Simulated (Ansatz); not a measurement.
Write a Python script for Ansatz 0.2.0 through its Python package that makes a ladder of methods at one geometry of CH₇OSbSi, SMILES C[O][SbH][SiH3]. Use (for the species named): HSE06, def2-SVP basis, multiplicity 1. The script varies functional: hse06, r2scan0, pbe, b3lyp, pbe0.

```xyz
11

C     0.7782    2.0036   -0.5541
O     0.7965    0.7091   -0.1569
Sb   -1.0562    0.2175    0.5867
Si   -0.2913   -2.1990    0.7583
H    -0.0332    2.1659   -1.3800
H     0.5025    2.7263    0.2960
H     1.7403    2.3502   -0.9778
H    -1.6567   -0.0088   -1.0154
H     0.2924   -2.6037   -0.4472
H     0.5689   -2.3887    1.9083
H    -1.5761   -3.0294    1.0027
```

`methods_ch7osbsi.py`
```python
"""One geometry of CH7OSbSi, method by method."""

from pathlib import Path

import ansatz as az
import numpy as np

params = {
    "basis_set": "def2-SVP",
}

geometry_ang = [
    ("C", [0.7782, 2.0036, -0.5541]),
    ("O", [0.7965, 0.7091, -0.1569]),
    ("Sb", [-1.0562, 0.2175, 0.5867]),
    ("Si", [-0.2913, -2.199, 0.7583]),
    ("H", [-0.0332, 2.1659, -1.38]),
    ("H", [0.5025, 2.7263, 0.296]),
    ("H", [1.7403, 2.3502, -0.9778]),
    ("H", [-1.6567, -0.0088, -1.0154]),
    ("H", [0.2924, -2.6037, -0.4472]),
    ("H", [0.5689, -2.3887, 1.9083]),
    ("H", [-1.5761, -3.0294, 1.0027]),
]
ch7osbsi = az.Crystal.molecule()
for symbol, xyz in geometry_ang:
    ch7osbsi = ch7osbsi.atom(symbol, xyz)

base = ch7osbsi.calculation().basis(gaussian=params["basis_set"])

print("functional    E (Ha)        dipole (D)   HOMO (eV)  LUMO (eV)")
for name in ["hse06", "r2scan0", "pbe", "b3lyp", "pbe0"]:
    summary = base.functional(name).forces().orbitals().run(threads=1, pin="off", runs_dir="runs").report
    lines = Path(summary["orbitals_path"]).read_text().splitlines()
    field_of = lambda key: [line.split("=")[1].strip() for line in lines if line.startswith(key)]
    orbitals = [(27.211386 * float(e), s, float(n)) for e, s, n in zip(field_of("Ene="), field_of("Spin="), field_of("Occup="))]
    homo = max(e for e, _, n in orbitals if n > 0.5)
    lumo = min(e for e, _, n in orbitals if n < 0.5)
    dipole = 4.803205 * np.linalg.norm(summary["charge_distribution"]["dipole_moment_e_ang"])
    print(f"{name:10s} {summary['free_energy_ev'] / 27.211386246:14.6f} {dipole:9.3f} {homo:11.3f} {lumo:10.3f}")
```

Running `python methods_ch7osbsi.py` prints:
```text
functional    E (Ha)        dipole (D)   HOMO (eV)  LUMO (eV)
hse06         -646.797592     1.382      -6.493     -1.791
r2scan0       -647.011419     1.417      -7.103     -1.352
pbe           -646.762054     1.243      -5.461     -2.197
b3lyp         -647.167818     1.404      -6.635     -1.575
pbe0          -646.812118     1.389      -6.888     -1.417
```

What to keep in mind:
- The settings weren't tested for convergence.
- The geometry is a force-field or estimated start, not a minimum of this method, and the basis set is short of its limit. A lower total doesn't mark the better method: functionals have no common bound, and MP2 and coupled cluster aren't variational.
- def2 sets replace the cores of elements past krypton by effective core potentials.
- b3lyp holds the VWN-RPA fit, as in Gaussian; the form of ORCA and Turbomole is b3lyp5.
- Levels such as HOMO and LUMO are orbital energies: with these approximate functionals they aren't the ionisation energy and electron affinity, and their gap isn't the fundamental gap.
- hse06 follows the composition of plane-wave codes, whose totals differ by tens of mHa, up to about 0.1 Ha, from the form usual in Gaussian-basis programs (wpbeh).
- Wall time of the script: 26 s on 1 thread of Arm Neoverse V2 (shared host), peak memory 0.32 GiB.
